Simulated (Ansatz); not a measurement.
# AlGaC (triplet): wave-function methods side by side, cc-pVDZ

One table from this session's results is given with a row withheld; the runs are named, their logs left out.

Computed with Ansatz 0.2.0, Gaussian basis. Level: cc-pVDZ, core rule «outside noble gas», up to 20 orbitals frozen.

Plan: UHF; CCSD(T) on ROHF; CCSD(T) on UHF; BCCD(T) on ROHF; CISD; CCSDT(Q) on ROHF; CCSDT(Q) on UHF; CASSCF and MRCISD+Q, 10 electrons in 12 orbitals; CASSCF and NEVPT2, 10 electrons in 12 orbitals.

5 further runs of the same task are left out: 1 that didn't finish, 4 set aside as unsound or not needed.

### The geometry

The geometry is a PBE0/def2-TZVP stationary point (not a proven minimum) of the parent state, kept for this charge and spin. No spin-orbit coupling is included. The filled d shell of Ga may be among the frozen orbitals whatever the setting's name suggests; the logs give the count.

3 atoms, charge 0, spin multiplicity 3.

Atoms are counted from 1 here; the program's logs count them from 0.

Bond lengths: C1–Al2 1.945 Å.

Set-up of the first run:

Input file in.yaml:

```yaml
crystal:
  periodic: [false, false, false]
  atoms:
    - {symbol: C, position_ang: [0.000000, 0.000000, -2.225421]}
    - {symbol: Al, position_ang: [0.000000, 0.000000, -0.280093]}
    - {symbol: Ga, position_ang: [0.000000, 0.000000, 2.505514]}
basis:
  gaussian: {orbitals: cc-pVDZ}
magnetization: {spin_polarized: true, initial_magnetization: 2}
hamiltonian: {xc: hf}
output: {orbitals: {seedname: orbitals}}
```

Started as:

```console
ansatz run in.yaml --threads 1 --pin off --events-out ev --progress --plain --max-ram 4096MiB --backend cpu
```

Steps of the session up to this table: UHF; CCSD(T) on ROHF; CCSD(T) on UHF; BCCD(T) on ROHF; CISD; CCSDT(Q) on ROHF; CCSDT(Q) on UHF; CASSCF and MRCISD+Q, 10 electrons in 12 orbitals; CASSCF and NEVPT2, 10 electrons in 12 orbitals.

One of the session's tables, all rows but one given; the rest of the session is left out.

```
          method  from RCCSDT(Q) (meV)
             UHF               +5586.5
            RMP2               +1962.4
            UMP2               +1657.0
            CISD               +1313.3
           RCCSD                +584.1
           UCCSD                +419.6
        RCCSD(T)                +160.6
        UCCSD(T)                +171.6
         BCCD(T)                +165.4
          RCCSDT                 +84.8
          UCCSDT                     ?
       RCCSDT(Q)                     0
       UCCSDT(Q)                 +10.5
  CASSCF valence               +3405.4
  NEVPT2 valence                +844.6
  MRCISD valence                +294.3
MRCISD+Q valence                 +46.6
```

Q: Estimate the row for UCCSDT from the others.

**Answer.** from RCCSDT(Q) (meV): +51.8. In the column «from RCCSDT(Q) (meV)» it lies between MRCISD+Q valence (+46.6) and RCCSDT (+84.8).

Limits of these values: The determinant is far from a pure spin state, so its energy mixes those of several spin states (harmless only where they are near-degenerate, as at dissociation). Left out of the table: ROHF (another determinant or state than the rows shown). Warnings: spin contamination; coupled cluster took another determinant than the lowest; large T1 diagnostic. Restricted and unrestricted rows rest on different reference determinants; where their highest levels disagree by more than a few hundredths of an eV, they describe different states and don't form one ladder.
